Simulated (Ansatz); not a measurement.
# TiAl3N4: the cost of one run

Method: DFT PBE, scalar-relativistic, plane waves, PAW, in Ansatz 0.2.0.

**1. The starting structure**

It takes space group P4/mmm (No. 123, tetragonal). Conventional cell: a = 3.307 Å, b = 3.307 Å, c = 9.353 Å, α = 90.00°, β = 90.00°, γ = 90.00°. Ti (site symmetry 4/mmm) is surrounded by 6 N at 2.34 Å. Al (site symmetry 4/mmm) has 6 N at 2.34 Å as nearest neighbours. Al (site symmetry 4mm) has 6 N at 2.34 Å as nearest neighbours. Around N (site symmetry 4mm) lie 5 Al at 2.34 Å and 1 Ti at 2.34 Å. Around N (site symmetry 4/mmm) lie 4 Ti at 2.34 Å and 2 Al at 2.34 Å. Around N (site symmetry 4/mmm) lie 6 Al at 2.34 Å.

As a file:

```cif
data_structure
_symmetry_space_group_name_H-M 'P4/mmm'
_symmetry_Int_Tables_number 123
_cell_length_a 3.3067
_cell_length_b 3.3067
_cell_length_c 9.3527
_cell_angle_alpha 90.000
_cell_angle_beta 90.000
_cell_angle_gamma 90.000
_cell_volume 102.26
loop_
_atom_site_label
_atom_site_type_symbol
_atom_site_symmetry_multiplicity
_atom_site_Wyckoff_symbol
_atom_site_fract_x
_atom_site_fract_y
_atom_site_fract_z
_atom_site_occupancy
Ti1 Ti 1 b 0.00000 0.00000 0.50000 1
Al1 Al 1 a 0.00000 0.00000 0.00000 1
Al2 Al 2 h 0.50000 0.50000 0.25000 1
N1 N 2 g 0.00000 0.00000 0.25000 1
N2 N 1 d 0.50000 0.50000 0.50000 1
N3 N 1 c 0.50000 0.50000 0.00000 1
```

The start is an ordering of an alloy on its end members' structure types: elements ordered on the sites of the AlN type, Ti/Al on Al (P4/mmm, No. 123).

**2. The guess as it stands, on a coarse mesh**

File input.yaml:

```yaml
crystal:
  lattice:
    - [3.30667677, 0.0, 0.0]
    - [0.0, 3.30667677, 0.0]
    - [0.0, 0.0, 9.35269428]
  atoms:
    - { symbol: Ti, position: [0.0, 0.0, 0.5], spin: 1.0 }
    - { symbol: Al, position: [0.0, 0.0, 0.0] }
    - { symbol: Al, position: [0.5, 0.5, 0.25] }
    - { symbol: Al, position: [0.5, 0.5, 0.75] }
    - { symbol: "N", position: [0.0, 0.0, 0.25] }
    - { symbol: "N", position: [0.5, 0.5, 0.5] }
    - { symbol: "N", position: [0.0, 0.0, 0.75] }
    - { symbol: "N", position: [0.5, 0.5, 0.0] }
basis:
  ecutwfc: 420
kpoints:
  mp_grid: { grid: [6, 6, 2] }
hamiltonian:
  xc: pbe
scf:
  occupations: { method: gaussian, width: 0.1 }
  lower_state_search: "off"
output:
  forces: true
  stress: true
  eigenvalues: true
  populations: true
magnetization:
  spin_polarized: true
```

On the command line:

```bash
> ansatz run input.yaml --threads 1 --pin off --max-ram 2560MiB --backend cpu --events-out ev --progress --plain --runs-dir out
```

**Question.** How long does this run take on 1 thread of AMD EPYC 9R45 (Zen 5), shared host, and how much memory does it need?

About 5 s, with a peak of 0.46 GiB.
